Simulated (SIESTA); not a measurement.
The system is CsLiCr2Te2S3.

```
Cs Li Cr Te S
1.0
     3.60358    0.00000    0.00000
    -1.80179    3.12079    0.00000
     0.00000    0.00000   19.06651
Cs Li Cr Te S
1 1 2 2 3
Direct
  0.00000 0.00000 0.37399
  0.66667 0.33333 0.01607
  0.00000 0.00000 0.86637
  0.33333 0.66667 0.16833
  0.33333 0.66667 0.53891
  0.66667 0.33333 0.77276
  0.00000 0.00000 0.10030
  0.33333 0.66667 0.92920
  0.66667 0.33333 0.23408
```

The cell was built by a generator and needn't be a form met in nature.

Base run:

```yaml
Program: SIESTA 5.4.2
Functional: PBE
Potentials_or_basis: PseudoDojo 0.4 standard (PBE files)
Basis: DZP (energy shift 0.003 Ry; two zetas on semicore shells; d shell added on Cs)
Grid_cutoff: 800 Ry
Energy_shift: 0.003 Ry
k_mesh: 9 × 9 × 2
Occupations: fermi-dirac, width 0.05 eV
Spin: collinear spin, ferromagnetic start
Starting_moments: "[0.0, 0.0, 3.0, 3.0, 0.0, 0.0, 0.0, 0.0, 0.0] μB"
Hubbard_terms: Cr d U = 2 eV
```

Its results: band gap on the k mesh none (metal or under the smearing width); pressure 2.1 GPa; net moment 5.95 μB per cell; site moments Cs -0.02; Li -0.07; Cr +3.61, +3.50; Te -0.01, -0.43; S -0.20, -0.19, -0.23 μB; largest force 0.623 eV/Å.

The run is repeated on the same cell with these changes: hubbard terms from Cr d U = 2 eV to Cr d U = 6 eV. What comes out?

Band gap on the k mesh none (metal or under the smearing width); pressure 5.0 GPa; net moment 6.11 μB per cell; site moments Cs -0.04; Li -0.09; Cr +4.19, +3.94; Te -0.02, -0.64; S -0.41, -0.39, -0.44 μB; largest force 1.285 eV/Å.

Caveats: the basis of atomic orbitals isn't converged, which shifts pressures, moduli and gaps; only a ferromagnetic start was run, and an antiferromagnetic order may lie lower in energy; forces of over 1 eV/Å show positions far from the minimum, so gaps and moduli don't describe the material at rest (some runs).

Not every run made on this cell is shown here.
